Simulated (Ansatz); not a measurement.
**SiH4I radical: a barrier at many levels of theory**

Aim: the barrier and energy of one elementary step (I1–H3 formed, I1–Si2 broken) from LDA up to coupled cluster, on fixed structures, to see where each rung fails.

The runs use Ansatz 0.2.0, Gaussian basis; single points in def2-TZVPP on PBE0-D4/def2-TZVP structures.

Levels: SPW92, PBE-D4, BLYP-D4, r2SCAN-D4, B97M-V, PBE0-D4, B3LYP-D4, r2SCAN0-D4, BHLYP-D4, CAM-B3LYP-D4, wB97X-V, wB97M-V, B2PLYP, PBE-QIDH, RPA on PBE, Hartree-Fock, MP2, CCSD, CCSD(T). The reference is CCSD(T) at the basis limit, from triple and quadruple zeta. Zero-point energies come from PBE0-D4 vibrations.

Cores are frozen in the correlated methods. Filled d shells of the heavier atoms are correlated. Core potentials replace the inner electrons past krypton, and spin-orbit coupling is left out. Orbitals are unrestricted. B3LYP uses VWN-RPA correlation. B2PLYP carries no dispersion term here.

79 further runs of the same task are left out: 1 that didn't finish, 78 set aside as unsound or not needed.

### 1 Start, saddle and end, as given

Charge 0, multiplicity 2. The folders r, ts and p hold the start, the saddle and the end; their coordinates stand in the first inputs.

```
  pair  r (Å)  ts (Å)  p (Å)
 I1–H3  3.670   1.910  1.629
I1–Si2  2.439   2.594  3.438
```

### 2 SPW92/def2-TZVPP

Contents of r/in.yaml:

```yaml
crystal:
  periodic: [false, false, false]
  atoms:
    - {symbol: I, position_ang: [-0.606299, -0.548978, -0.965271]}
    - {symbol: Si, position_ang: [0.419466, 0.406008, 1.031025]}
    - {symbol: H, position_ang: [-1.663740, -1.626178, -4.310483]}
    - {symbol: H, position_ang: [1.225182, -0.645598, 1.693106]}
    - {symbol: H, position_ang: [-0.657186, 0.877678, 1.931995]}
    - {symbol: H, position_ang: [1.282578, 1.537067, 0.619626]}
basis:
  gaussian: {orbitals: def2-TZVPP}
magnetization: {spin_polarized: true, initial_magnetization: 1}
hamiltonian: {xc: lda}
```

Contents of ts/in.yaml:

```yaml
crystal:
  periodic: [false, false, false]
  atoms:
    - {symbol: I, position_ang: [-0.741094, -0.674113, -1.308114]}
    - {symbol: Si, position_ang: [0.342095, 0.330184, 0.823830]}
    - {symbol: H, position_ang: [-1.206568, -1.181159, -3.089964]}
    - {symbol: H, position_ang: [1.147950, -0.732795, 1.470712]}
    - {symbol: H, position_ang: [-0.740881, 0.802371, 1.720398]}
    - {symbol: H, position_ang: [1.198499, 1.455513, 0.383139]}
basis:
  gaussian: {orbitals: def2-TZVPP}
magnetization: {spin_polarized: true, initial_magnetization: 1}
hamiltonian: {xc: lda}
```

Contents of p/in.yaml:

```yaml
crystal:
  periodic: [false, false, false]
  atoms:
    - {symbol: I, position_ang: [-0.844671, -0.801890, -1.908160]}
    - {symbol: Si, position_ang: [0.451485, 0.433496, 1.027086]}
    - {symbol: H, position_ang: [-1.452393, -1.390977, -3.299914]}
    - {symbol: H, position_ang: [1.219281, -0.673678, 1.649366]}
    - {symbol: H, position_ang: [-0.696976, 0.854417, 1.867904]}
    - {symbol: H, position_ang: [1.323274, 1.578633, 0.663719]}
basis:
  gaussian: {orbitals: def2-TZVPP}
magnetization: {spin_polarized: true, initial_magnetization: 1}
hamiltonian: {xc: lda}
```

One command serves all of them, each in its own folder.

Launch:

```bash
ansatz run in.yaml --threads 4 --pin off --events-out ev --progress --plain --max-ram 9574MiB
```

After this run come: PBE-D4/def2-TZVPP; BLYP-D4/def2-TZVPP; r2SCAN-D4/def2-TZVPP; B97M-V/def2-TZVPP; PBE0-D4/def2-TZVPP; B3LYP-D4/def2-TZVPP; r2SCAN0-D4/def2-TZVPP; BHLYP-D4/def2-TZVPP; CAM-B3LYP-D4/def2-TZVPP; wB97X-V/def2-TZVPP; wB97M-V/def2-TZVPP; B2PLYP/def2-TZVPP; PBE-QIDH/def2-TZVPP; RPA on PBE/def2-TZVPP; CCSD(T)/def2-TZVPP; MP2/def2-QZVPP; SPW92/def2-SVP; PBE-D4/def2-SVP; PBE0-D4/def2-SVP; wB97M-V/def2-SVP; CCSD(T)/def2-SVP; Vibrations of the start structure; Vibrations of the end structure.

Before running it: what results should come out? Wanted: barrier, CCSD(T)/CBS; reverse barrier, CCSD(T)/CBS; step energy, CCSD(T)/CBS; barrier with zero-point energy; step energy with zero-point energy; imaginary mode at the saddle; largest T1 diagnostic.

As calculated:

| quantity | value |
| --- | --- |
| barrier, CCSD(T)/CBS | 23.0 kJ/mol |
| reverse barrier, CCSD(T)/CBS | 15.3 kJ/mol |
| step energy, CCSD(T)/CBS | +7.8 kJ/mol |
| barrier with zero-point energy | 23.4 kJ/mol |
| step energy with zero-point energy | +13.3 kJ/mol |
| imaginary mode at the saddle | 190i cm⁻¹ |
| largest T1 diagnostic | 0.015 |

The functionals run from BHLYP-D4, off by -1.6 kJ/mol, to SPW92, off by -47.1 kJ/mol, against CCSD(T)/CBS. Mean unsigned error by rung: LDA 47.1, GGA 25.4, meta-GGA 19.1, hybrid 11.4, range-separated hybrid 6.6, double hybrid 5.0 kJ/mol. PBE-D4 gives a barrier 23.5 kJ/mol too low, outside chemical accuracy (1 kcal/mol, 4.2 kJ/mol). Every functional without exact exchange puts the forward barrier too low. The barrier rises with the share of exact exchange, from BLYP-D4 through B3LYP-D4 to BHLYP-D4 (-27.2, -17.2, -1.6 kJ/mol). Hartree-Fock, with no correlation, is off by +49.8 kJ/mol.
